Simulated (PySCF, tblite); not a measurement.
# C₇H₁₀F₂O₂: geometry, infrared bands and NMR shifts

Wanted: the infrared bands and NMR shifts of C₇H₁₀F₂O₂ (`FC(F)O[C@@H]1CC[C@H]2O[C@H]2C1`), by calculation.

Computed with tblite 0.8.0 and PySCF 2.14.0, with density-fitted response routines of our own, on a single molecule in the gas phase. Atoms count from 0, in the outputs and in this text.

## Step 1: The starting structure

21 atoms, charge 0, multiplicity 1; geometry from: force field or distance geometry start.

Bonds of the start (Å): F0–C1 1.34, C1–F2 1.37, C1–O3 1.41, O3–C4 1.44, C4–C5 1.53, C5–C6 1.52, C6–C7 1.49, C7–O8 1.43, O8–C9 1.42, C9–C10 1.50, C10–C4 1.54, C9–C7 1.50, C1–H11 1.10, C4–H12 1.10, C5–H13 1.10, C5–H14 1.09, C6–H15 1.11, C6–H16 1.10, C7–H17 1.09, C9–H18 1.08, C10–H19 1.09, C10–H20 1.10.

## Step 2: Geometry optimisation with GFN2-xTB

What the job is given:

```
{"job": {"kind": "relax", "xc": "GFN2-xTB", "basis": "xTB"}, "charge": 0, "multiplicity": 1}
F      2.446800     1.696200    -1.491100
C      2.796700     0.771300    -0.589700
F      4.033100     0.309700    -0.943000
O      1.903400    -0.315700    -0.677900
C      0.653900    -0.075100    -0.013700
C     -0.058000    -1.429600     0.104500
C     -1.348500    -1.320400     0.901000
C     -2.207000    -0.194000     0.437700
O     -1.851700     1.072500     1.004200
C     -1.650100     0.917400    -0.397500
C     -0.217700     0.901500    -0.830800
H      2.858000     1.200300     0.423700
H      0.833500     0.320000     0.998100
H      0.618300    -2.160200     0.578600
H     -0.265100    -1.816800    -0.893700
H     -1.123800    -1.187500     1.981200
H     -1.897800    -2.264600     0.822500
H     -3.267000    -0.444900     0.379300
H     -2.293600     1.468700    -1.068000
H     -0.158800     0.643200    -1.887300
H      0.186300     1.925100    -0.745300
```

Launch:

```bash
$ OMP_NUM_THREADS=1 python probes_run.py task.json out
```

The driver reads the jobs from task.json and runs them one after another.

**Question.** This job is followed by: GFN2-xTB harmonic vibrations, gas phase; GIAO PBE0/pcSseg-1 NMR shielding, non-relativistic, gas phase. Predict these results of the whole session: strongest single infrared mode (GFN2-xTB); zero-point energy (GFN2-xTB); 13C shifts against TMS (PBE0/pcSseg-1); 1H shifts against TMS (PBE0/pcSseg-1); 19F shifts against CFCl3 (PBE0/pcSseg-1); 17O shifts against H2O (PBE0/pcSseg-1); surface potential, 1st and 99th percentile.

As calculated:

| quantity | value |
| --- | --- |
| strongest single infrared mode (GFN2-xTB) | 1158 cm⁻¹, 242 km/mol |
| zero-point energy (GFN2-xTB) | 103.3 kcal/mol |
| 13C shifts against TMS (PBE0/pcSseg-1) | 126.7, 78.9, 53.1, 48.5, 38.0, 32.7, 28.5 ppm |
| 1H shifts against TMS (PBE0/pcSseg-1) | 6.33, 3.77, 2.98, 2.79, 2.72, 2.04, 1.99, 1.81, 1.69, 1.46 ppm |
| 19F shifts against CFCl3 (PBE0/pcSseg-1) | -86.1, -96.9 ppm |
| 17O shifts against H2O (PBE0/pcSseg-1) | 134.3, 39.4 ppm |
| surface potential, 1st and 99th percentile | -1.25 V and 1.24 V |

In words: Relaxing lowered the energy by 0.248 eV in 68 steps; the close pair that moved most is C1–O3, from 1.410 to 1.340 Å. No mode is imaginary among the 57: a minimum at this level. The strongest single mode, at 1158 cm⁻¹, is spread over many atoms; the largest shares are those of O3, C1. GFN2-xTB is a fitted tight-binding method: band positions and strengths are rough. Its intensities can rank the bands wrongly. H11 (hydrogen on an sp3 CH bonded to 2 F and O) lies farthest downfield among hydrogen, at 6.33 ppm; its carbon carries F and O, an electronegative neighbour. At PBE0/pcSseg-1: The largest span, 264 ppm, is at O8, where the paramagnetic term is -102 ppm.
